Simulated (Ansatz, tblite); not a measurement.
# Trans-NiCl2(NH3)2 (Cl2H6N2Ni): rung by rung

How do method and basis change the picture of trans-NiCl2(NH3)2 (Cl2H6N2Ni) (singlet)?

Program: Ansatz 0.2.0, Gaussian basis. Level of theory: as each input shows. These are calculated values, not measurements.

Plan: GFN1-xTB, GFN2-xTB, PBE-D4/def2-TZVP, r2SCAN-D4/def2-TZVP, r2SCAN0-D4/def2-TZVP, B2PLYP/def2-TZVP, revPBE-D4/def2-TZVP, BHLYP-D4/def2-TZVP, r2SCANh-D4/def2-TZVP, PBE-D4/def2-SVP, PBE0-D4/def2-SVP, HF/STO-3G, PBE0-D4/def2-TZVPD, PBE-D4/def2-TZVPD, r2SCAN-D4/def2-TZVPD, CCSD(T)/def2-SVP, MP2/def2-TZVP, RPA/def2-TZVP.

**1. The structure**

The geometry is that of the singlet, from an earlier relaxation (PBE-D4/def2-SVP).

11 atoms, charge 0, spin multiplicity 1.

Bond lengths: Ni1–Cl2 2.188 Å, Ni1–N3 1.904 Å, Ni1–Cl7 2.188 Å, Ni1–N8 1.904 Å, N3–H4 1.031 Å, N3–H5 1.032 Å, N3–H6 1.031 Å, N8–H9 1.031 Å, N8–H10 1.031 Å, N8–H11 1.032 Å. Angles: Cl2–Ni1–N3 90.0°, Cl2–Ni1–Cl7 180.0°, Cl2–Ni1–N8 90.1°, N3–Ni1–Cl7 90.0°, N3–Ni1–N8 179.9°, Cl7–Ni1–N8 89.9°, Ni1–N3–H4 110.0°, Ni1–N3–H5 110.1°, Ni1–N3–H6 110.6°, H4–N3–H5 107.5°, H4–N3–H6 107.1°, H5–N3–H6 111.4°, Ni1–N8–H9 110.0°, Ni1–N8–H10 110.6°, Ni1–N8–H11 110.1°, H9–N8–H10 106.8°, H9–N8–H11 107.9°, H10–N8–H11 111.2°.

Formally the metal is d8. No spin-orbit coupling is included.

PBE0-D4/def2-TZVP was run before; its log isn't repeated, and its numbers join the tables.

**2. GFN1-xTB**

Tight binding, by tblite at 300 K electronic temperature and without a spin-polarisation term:

```python
tblite.interface.Calculator('GFN1-xTB', numbers, positions, charge=0, uhf=0).singlepoint()
```

Energy -609.6590 eV, HOMO -11.30 eV, LUMO -9.42 eV; 0.011 s.

**3. GFN2-xTB**

Tight binding, by tblite at 300 K electronic temperature and without a spin-polarisation term:

```python
tblite.interface.Calculator('GFN2-xTB', numbers, positions, charge=0, uhf=0).singlepoint()
```

Energy -622.2410 eV, HOMO -9.96 eV, LUMO -8.39 eV; 0.009 s.

**4. PBE-D4/def2-TZVP**

start.molden holds the orbitals of an earlier run on this state, given as this run's starting guess.

The input, in.yaml:

```yaml
crystal:
  periodic: [false, false, false]
  atoms:
    - {symbol: Ni, position_ang: [0.002358, 0.000005, -0.000216]}
    - {symbol: Cl, position_ang: [2.189665, 0.009289, 0.030218]}
    - {symbol: N, position_ang: [-0.006236, 1.904237, -0.009097]}
    - {symbol: H, position_ang: [0.044558, 2.262091, 0.956687]}
    - {symbol: H, position_ang: [-0.883804, 2.253357, -0.424338]}
    - {symbol: H, position_ang: [0.817611, 2.268799, -0.510799]}
    - {symbol: Cl, position_ang: [-2.185131, -0.009301, -0.032111]}
    - {symbol: N, position_ang: [0.007587, -1.904218, 0.008680]}
    - {symbol: H, position_ang: [-0.128672, -2.262571, -0.948509]}
    - {symbol: H, position_ang: [-0.772867, -2.266672, 0.576507]}
    - {symbol: H, position_ang: [0.914930, -2.255006, 0.352996]}
basis:
  gaussian: {orbitals: def2-TZVP, initial_orbitals: start.molden}
hamiltonian: {xc: pbe, dispersion: d4}
scf: {omitted_lower_state_checks: [starts]}
output: {forces: true, orbitals: {seedname: orbitals}}
```

Launch:

```bash
> ansatz run in.yaml --threads 4 --pin off --events-out ev --progress --plain --max-ram 8704MiB
```

Further steps of the session: r2SCAN-D4/def2-TZVP; r2SCAN0-D4/def2-TZVP; B2PLYP/def2-TZVP; revPBE-D4/def2-TZVP; BHLYP-D4/def2-TZVP; r2SCANh-D4/def2-TZVP; PBE-D4/def2-SVP; PBE0-D4/def2-SVP; HF/STO-3G; PBE0-D4/def2-TZVPD; PBE-D4/def2-TZVPD; r2SCAN-D4/def2-TZVPD; CCSD(T)/def2-SVP; MP2/def2-TZVP; RPA/def2-TZVP.

Q: Predict the results of all the runs planned. Wanted: gap in def2-TZVP, named functionals, smallest and largest; correlation energy, CCSD(T)/def2-SVP; correlation energy, MP2/def2-TZVP; binding an atom, functionals in def2-TZVP; PBE0 total energy, smallest basis above largest.

**Answer**, as computed:

| quantity | value |
| --- | --- |
| gap in def2-TZVP, named functionals, smallest and largest | 1.37 eV (PBE-D4), 8.56 eV (BHLYP-D4) |
| correlation energy, CCSD(T)/def2-SVP | -30.11 eV |
| correlation energy, MP2/def2-TZVP | -39.46 eV |
| binding an atom, functionals in def2-TZVP | 3.09 (BHLYP-D4) to 3.34 eV (PBE-D4) |
| PBE0 total energy, smallest basis above largest | 18.27 eV (def2-SVP, def2-TZVPD) |

What this shows: Over the named functionals in def2-TZVP the gap runs from 1.37 eV (PBE-D4) to 8.56 eV (BHLYP-D4); exact exchange widens it. Notes on CCSD(T)/def2-SVP and its Hartree-Fock reference, which MP2 shares: restricted state is unstable towards broken spin symmetry.
